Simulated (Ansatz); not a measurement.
What does this script print? It uses the Ansatz DFT code, driven from Python.

The script, `reaction_nbvh4.py`:
```python
'''Reaction energy of NbVH4 from NbH2 and VH2, after relaxing atoms and volume at fixed cell shape.'''

from collections import Counter
import warnings

import ansatz as az
import numpy as np
from pymatgen.analysis.reaction_calculator import ComputedReaction
from pymatgen.entries.computed_entries import ComputedEntry

config = {
    'xc': 'LDA',
    'k_spacing': 0.3,
    'occupations': 'cold',
    'width_ev': 0.1,
}

POLARISED = {'NbVH4 P4/mmm', 'VH2 Fm-3m'}


def ground_state(name, crystal):
    calc = (
        crystal.calculation()
        .functional(config['xc'])
        .pseudopotentials('nc')
        .accuracy('medium')
        .mixing('msr1')
        .kpoints(spacing=config['k_spacing'])
        .occupations(config['occupations'], width=config['width_ev'])
        .stress()
    )
    if name in POLARISED:
        calc = calc.spin('collinear')
    calc = calc.relax(force_tolerance=0.02, max_steps=60, fix_cell=['shape'])
    return calc.run(threads=1)


def counts(outcome):
    return Counter(site.symbol for site in outcome.lattice.sites)


def volume_per_atom(outcome):
    return abs(np.linalg.det(outcome.lattice.cell_ang)) / len(outcome.lattice.sites)

warnings.simplefilter('ignore', az.DeckWarning)

phases = {}
nbvh4_p4_mmm = (
    az.Lattice.from_parameters(3.11827, 3.11827, 4.40987, alpha=90, beta=90, gamma=90)
    .space_group(123, hermann_mauguin='P4/mmm')
    .atom('Nb', (0.0, 0.0, 0.0))
    .atom('V', (0.5, 0.5, 0.5))
    .atom('H', (0.5, 0.0, 0.72658))
    .moments(V=1.5)
)
phases['NbVH4 P4/mmm'] = nbvh4_p4_mmm
nbh2_fm_3m = (
    az.Lattice.from_parameters(3.226528, 3.226528, 3.226528, alpha=60.0, beta=60.0, gamma=60.0)
    .atom('Nb', (0.0, 0.0, 0.0))
    .atom('H', (0.25, 0.25, 0.25))
    .atom('H', (0.75, 0.75, 0.75))
)
phases['NbH2 Fm-3m'] = nbh2_fm_3m
vh2_fm_3m = (
    az.Lattice.from_parameters(3.020053, 3.020053, 3.020053, alpha=60.0, beta=60.0, gamma=60.0)
    .atom('V', (0.0, 0.0, 0.0))
    .atom('H', (0.25, 0.25, 0.25))
    .atom('H', (0.75, 0.75, 0.75))
    .moments(V=1.5)
)
phases['VH2 Fm-3m'] = vh2_fm_3m

done = {}
for name, crystal in phases.items():
    done[name] = ground_state(name, crystal)
    print(f'{name}: {done[name].report["energy_sigma0_ev"]:.4f} eV, {len(done[name].lattice.sites)} atoms')

entry = {name: ComputedEntry(dict(counts(o)), o.report['energy_sigma0_ev']) for name, o in done.items()}
reaction = ComputedReaction([entry['NbH2 Fm-3m'], entry['VH2 Fm-3m']], [entry['NbVH4 P4/mmm']])
reaction.normalize_to(entry['NbVH4 P4/mmm'].composition.reduced_composition)
print(reaction)
print('energy per formula unit of the product:', round(reaction.calculated_reaction_energy, 4), 'eV')
for name, o in done.items():
    print(f'  {name:18s} {volume_per_atom(o):7.3f} A^3/atom')
```

```console
$ python reaction_nbvh4.py
RunWarning: the starting moments were not kept: the SCF closed with an absolute magnetisation of 1.4e-4 μB, where they sum to 1.5 μB in size (1 site). That is at most 0.1 of that sum. Measured as [...]
NbVH4 P4/mmm: -3768.1210 eV, 6 atoms
NbH2 Fm-3m: -1728.7867 eV, 3 atoms
VH2 Fm-3m: -2039.3582 eV, 3 atoms
NbH2 + VH2 -> NbVH4
energy per formula unit of the product: 0.0239 eV
  NbVH4 P4/mmm         6.722 A^3/atom
  NbH2 Fm-3m           7.579 A^3/atom
  VH2 Fm-3m            5.884 A^3/atom
```
(Warnings from the package without file and line, shortened, repeats left out.)

Caveats:
- The settings weren't tested for convergence.
- The SCF didn't keep the moments it started from (some shrank, vanished or turned); what is printed is the state reached.
- For the metals among these phases the mesh is modest: differences between phases can be off by up to 40 meV an atom.
- Atoms and volume are relaxed with the cell's shape held, which in cells of lower than cubic symmetry can hide stresses and shift volumes.
- The cells come from databases of deposited and of computed structures, and not all need be stable phases.
- The reactants and the product are the structures named, not necessarily the lowest of each compound, so sign and change of volume hang on that choice. Magnetic phases start from parallel moments and may not end in their lowest magnetic state. A semilocal functional's error on such energies is often 0.05 to 0.1 eV an atom, and 0.1 to 0.3 eV against gases such as O2 or F2.
- The script silences the warnings on its input, which a real study should read.
- Wall time of the script: 2.3 min on 1 thread of Arm Neoverse V2 (shared host), peak memory 0.65 GiB.
